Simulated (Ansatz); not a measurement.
# Zr3PN3: the cost of one run

Computed with Ansatz 0.2.0 (DFT PBE, scalar-relativistic, plane waves, PAW, unless a step's input says otherwise).

**1. Starting point**

The structure is cubic, space group Pm-3m (No. 221). Conventional cell: a = 4.742 Å, b = 4.742 Å, c = 4.742 Å, α = 90.00°, β = 90.00°, γ = 90.00°. Around Zr (site symmetry 4/mmm) lie 2 P at 2.37 Å and 4 N at 2.37 Å. P (site symmetry m-3m) is surrounded by 6 Zr at 2.37 Å. N (site symmetry 4/mmm) has 4 Zr at 2.37 Å as nearest neighbours.

Structure file:

```xyz
7
Lattice="4.7416 0.0000 0.0000 0.0000 4.7416 0.0000 0.0000 0.0000 4.7416" Properties=species:S:1:pos:R:3 pbc="T T T"
Zr    2.3708    0.0000    0.0000
Zr    0.0000    2.3708    0.0000
Zr    0.0000    0.0000    2.3708
P     0.0000    0.0000    0.0000
N     0.0000    2.3708    2.3708
N     2.3708    0.0000    2.3708
N     2.3708    2.3708    0.0000
```

The cell is invented: species swapped into a database cell of Ca3AsBr3 (Pm-3m, No. 221), with Zr on the Ca sites, P on the As sites and N on the Br sites. The dimensions are guesses.

**2. The guess as it stands, on a coarse mesh**

input.yaml

```yaml
crystal:
  lattice:
    - [4.74159382, 0.0, 0.0]
    - [0.0, 4.74159382, 0.0]
    - [0.0, 0.0, 4.74159382]
  atoms:
    - { symbol: Zr, position: [0.5, 0.0, 0.0] }
    - { symbol: Zr, position: [0.0, 0.5, 0.0] }
    - { symbol: Zr, position: [0.0, 0.0, 0.5] }
    - { symbol: P, position: [0.0, 0.0, 0.0] }
    - { symbol: "N", position: [0.0, 0.5, 0.5] }
    - { symbol: "N", position: [0.5, 0.0, 0.5] }
    - { symbol: "N", position: [0.5, 0.5, 0.0] }
basis:
  ecutwfc: 420
kpoints:
  mp_grid: { grid: [4, 4, 4] }
hamiltonian:
  xc: pbe
scf:
  occupations: { method: gaussian, width: 0.1 }
  lower_state_search: "off"
output:
  forces: true
  stress: true
  eigenvalues: true
```

Started as:

```sh
ansatz run input.yaml --threads 1 --pin off --max-ram 2048MiB --backend cpu --events-out ev --progress --plain --runs-dir out
```

Q: Estimate wall time and peak memory on 1 thread of Intel Xeon 6975P-C (Granite Rapids), shared host.

About 1.4 s, with a peak of 0.45 GiB.
